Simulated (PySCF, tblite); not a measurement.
**C6H11NSi2: geometry, infrared bands and NMR shifts**

Wanted: the infrared bands and NMR shifts of C6H11NSi2 (`[SiH3]N([SiH3])C=C1C=CC=C1`), by calculation.

The runs use tblite 0.8.0 and PySCF 2.14.0, with density-fitted response routines of our own; the level of theory stands in each step. All values are computed, except where a source is named. Atoms are numbered from 0 throughout.

## 1. The starting structure

20 atoms, charge 0, multiplicity 1; geometry from: force field or distance geometry start.

Bonds of the start (Å): Si0–N1 1.71, N1–Si2 1.72, N1–C3 1.41, C3–C4 1.35, C4–C5 1.46, C5–C6 1.34, C6–C7 1.45, C7–C8 1.34, C8–C4 1.45, Si0–H9 1.48, Si0–H10 1.49, Si0–H11 1.49, Si2–H12 1.50, Si2–H13 1.48, Si2–H14 1.48, C3–H15 1.08, C5–H16 1.08, C6–H17 1.07, C7–H18 1.08, C8–H19 1.07.

## 2. Optimising the geometry with GFN2-xTB

What the job is given:

```
{"job": {"kind": "relax", "xc": "GFN2-xTB", "basis": "xTB"}, "charge": 0, "multiplicity": 1}
Si    -2.974800     0.851700     0.017000
N     -1.451300     0.087600     0.114200
Si    -1.743700    -1.464400     0.795900
C     -0.236800     0.691400    -0.258900
C      1.062400     0.345200    -0.175700
C      2.120400     1.211700    -0.684900
C      3.290400     0.587500    -0.462900
C      3.035200    -0.680500     0.188000
C      1.710600    -0.840900     0.355900
H     -2.773000     2.234000    -0.476800
H     -3.845000     0.136500    -0.959200
H     -3.618400     0.933500     1.360700
H     -3.176900    -1.896200     0.721900
H     -0.945600    -2.464900     0.051400
H     -1.325400    -1.440100     2.213000
H     -0.431600     1.662900    -0.688900
H      1.992100     2.179900    -1.141700
H      4.272100     0.944600    -0.709000
H      3.794500    -1.383100     0.482700
H      1.239700    -1.685600     0.820200
```

On the command line:

```console
$ OMP_NUM_THREADS=1 python probes_run.py task.json out
```

The driver reads the jobs from task.json and runs them one after another.

**Question.** This job is followed by: GFN2-xTB harmonic vibrations, gas phase; GIAO PBE0/pcSseg-1 NMR shielding, non-relativistic, gas phase. Predict these results of the whole session: strongest single infrared mode (GFN2-xTB); zero-point energy (GFN2-xTB); 13C shifts against TMS (PBE0/pcSseg-1); 1H shifts against TMS (PBE0/pcSseg-1, means over atoms taken as alike); 29Si shifts against TMS (PBE0/pcSseg-1, means over atoms taken as alike); 15N shifts against NH3 (PBE0/pcSseg-1); surface potential, 1st and 99th percentile.

The runs gave:

| quantity | value |
| --- | --- |
| strongest single infrared mode (GFN2-xTB) | 1645 cm⁻¹, 688 km/mol |
| zero-point energy (GFN2-xTB) | 88.6 kcal/mol |
| 13C shifts against TMS (PBE0/pcSseg-1) | 155.2, 135.8, 132.1, 132.1, 129.6, 118.7 ppm |
| 1H shifts against TMS (PBE0/pcSseg-1, means over atoms taken as alike) | 6.96, 6.80, 6.63, 6.57, 6.32, 4.97 ppm |
| 29Si shifts against TMS (PBE0/pcSseg-1, means over atoms taken as alike) | -41.7 ppm |
| 15N shifts against NH3 (PBE0/pcSseg-1) | 81.7 ppm |
| surface potential, 1st and 99th percentile | -1.27 V and 1.58 V |

In words: Relaxing lowered the energy by 0.374 eV in 53 steps; the close pair that moved most is Si0–N1, from 1.707 to 1.761 Å. The lowest mode is slightly imaginary (11i cm⁻¹), a soft motion within the noise of the Hessian, so the minimum is not strictly shown. The strongest single mode, at 1645 cm⁻¹, moves mainly C4 and C3. GFN2-xTB is a fitted tight-binding method: band positions and strengths are rough. Its intensities can rank the bands wrongly. By nearest atom (PBE0/pcSseg-1), the HOMO sits on C5, C8 about 29 % each; C6 16 % and the LUMO on C3 28 %; C5, C7, C8 about 10 % each.
